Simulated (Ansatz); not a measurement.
# SnH2F (SMILES [F][SnH2]): UCCSDT/STO-3G

Aim: the vertical doublet–quartet gap of SnH2F at UCCSDT/STO-3G, from 2 runs. 

The results are computed with Ansatz 0.2.0.

59 further runs of the same task are left out: 7 that didn't finish, 52 set aside as unsound or not needed.

## (1) Starting point

SnH2F has 4 atoms, charge 0, and is taken as a doublet. As SMILES, `[F][SnH2]`. Geometry: relaxed at PBE0-D4/def2-TZVP.

Bond lengths: F1–Sn2 1.932 Å, Sn2–H3 1.726 Å, Sn2–H4 1.726 Å. Angles: F1–Sn2–H3 103.3°, F1–Sn2–H4 103.3°, H3–Sn2–H4 113.3°.

## (2) The energy at UCCSDT/STO-3G

Input file input.yaml:

```yaml
crystal:
  periodic: [false, false, false]
  atoms:
    - {symbol: F, position_ang: [-1.552600, -0.190000, 0.640700]}
    - {symbol: Sn, position_ang: [0.028300, -0.242200, -0.468300]}
    - {symbol: H, position_ang: [1.184100, -1.054400, 0.524100]}
    - {symbol: H, position_ang: [0.395700, 1.426200, -0.716700]}
basis:
  gaussian: {orbitals: STO-3G}
magnetization: {spin_polarized: true, initial_magnetization: 1}
correlation: {method: ccsdt, frozen_orbitals: {F: 1, H: 0, Sn: 18}}
accuracy: high
scf: {omitted_lower_state_checks: [cluster_reference, increment]}
```

Run with:

```console
$ ansatz run input.yaml --threads 1 --pin off --max-ram 2610MiB --events-out events.jsonl --progress --plain --runs-dir runs
```

The program printed, cut to the lines that bear on the results:

```text
Warning: RAYON_NUM_THREADS=1 ignored (pool sized by the plan → 1); use --threads N
Functional definition: HF
  name "HF"
[...]
612 factors; integrals over basis functions are off by at most 4.8e-9 eV
[...]
mean field -164967.68679183 eV, -6062.4506704855 hartree, gradient 1.3e-8 eV, S^2 0.753011; 0 other end points of the search recorded, 0 dependent functions left out
19 core orbitals not correlated: weight in the atoms' cores, before any rotation towards them, 1.000 or more for the frozen orbitals, at most 0.000 for the correlated occupied ones
reference -164967.68679183 eV, -6062.4506704855 hartree; 12, 11 occupied and 3, 4 virtual orbitals, 612 factors
second order -1.26438467 eV of doubles, -0.00000000 eV of singles
cycle   1  -1.56242174 eV  change   -3.0e-1 eV  update   8.2e-2
[...]
cycle  30  -1.91937743 eV  change   -1.0e-9 eV  update   2.4e-9
Total energy: -164969.60616926 eV, -6062.5212063050 hartree
Checks for a lower state left out: cluster_reference, increment
```

It took 1.4 s on 1 thread of Arm Neoverse V2, shared host; peak memory 0.11 GiB.

## (3) The quartet

Input file molecule.yaml:

```yaml
crystal:
  periodic: [false, false, false]
  atoms:
    - {symbol: F, position_ang: [-1.552600, -0.190000, 0.640700]}
    - {symbol: Sn, position_ang: [0.028300, -0.242200, -0.468300]}
    - {symbol: H, position_ang: [1.184100, -1.054400, 0.524100]}
    - {symbol: H, position_ang: [0.395700, 1.426200, -0.716700]}
basis:
  gaussian:
    orbitals: STO-3G
magnetization:
  spin_polarized: true
  initial_magnetization: 3
correlation:
  method: ccsdt
  frozen_orbitals: {F: 1, H: 0, Sn: 18}
accuracy: high
scf:
  omitted_lower_state_checks: [cluster_reference, increment]
```

Run with:

```console
$ ansatz run molecule.yaml --threads 1 --pin off --max-ram 2610MiB --events-out events.jsonl --progress --plain --runs-dir runs
```

The program printed, cut to the lines that bear on the results:

```text
Warning: RAYON_NUM_THREADS=1 ignored (pool sized by the plan → 1); use --threads N
[... 2 set-up lines as earlier in the session ...]
[...]
612 factors; integrals over basis functions are off by at most 4.8e-9 eV
[...]
mean field -164961.50191754 eV, -6062.2233805477 hartree, gradient 1.8e-8 eV, S^2 3.760841; 8 other end points of the search recorded, 0 dependent functions left out
19 core orbitals not correlated: weight in the atoms' cores, before any rotation towards them, 1.000 or more for the frozen orbitals, at most 0.000 for the correlated occupied ones
reference -164961.50191754 eV, -6062.2233805477 hartree; 13, 10 occupied and 2, 5 virtual orbitals, 612 factors
second order -0.64499044 eV of doubles, -0.00000000 eV of singles
cycle   1  -0.88409771 eV  change   -2.4e-1 eV  update   4.9e-2
[...]
cycle  49  -1.08944751 eV  change   9.5e-10 eV  update   2.9e-9
Total energy: -164962.59136505 eV, -6062.2634170053 hartree
Checks for a lower state left out: cluster_reference, increment
```

It took 2.4 s on 1 thread of Arm Neoverse V2, shared host; peak memory 0.12 GiB.

## (4) Results

Level: UCCSDT/STO-3G, 19 core orbitals frozen.

| quantity | value |
| --- | --- |
| doublet: total energy | -6062.52121 Eh |
| doublet: correlation energy (19 core orbitals frozen) | -70.5 mEh |
| doublet: ⟨S²⟩ of the reference determinant | 0.753 |
| doublet: T1 diagnostic | 0.015 |
| quartet: total energy | -6062.26342 Eh |
| quartet: correlation energy (19 core orbitals frozen) | -40.0 mEh |
| quartet: ⟨S²⟩ of the reference determinant | 3.761 |
| quartet: T1 diagnostic | 0.008 |
| vertical energy of the quartet above the doublet | 7.015 eV |

**Reading.** At this shape the quartet lies 7.01 eV (677 kJ/mol) above the doublet. In a minimal basis such a difference can be off by several eV, whatever the method. Relativity is left out (doublet) although the molecule holds a heavy atom. Relativity is left out (quartet) although the molecule holds a heavy atom.
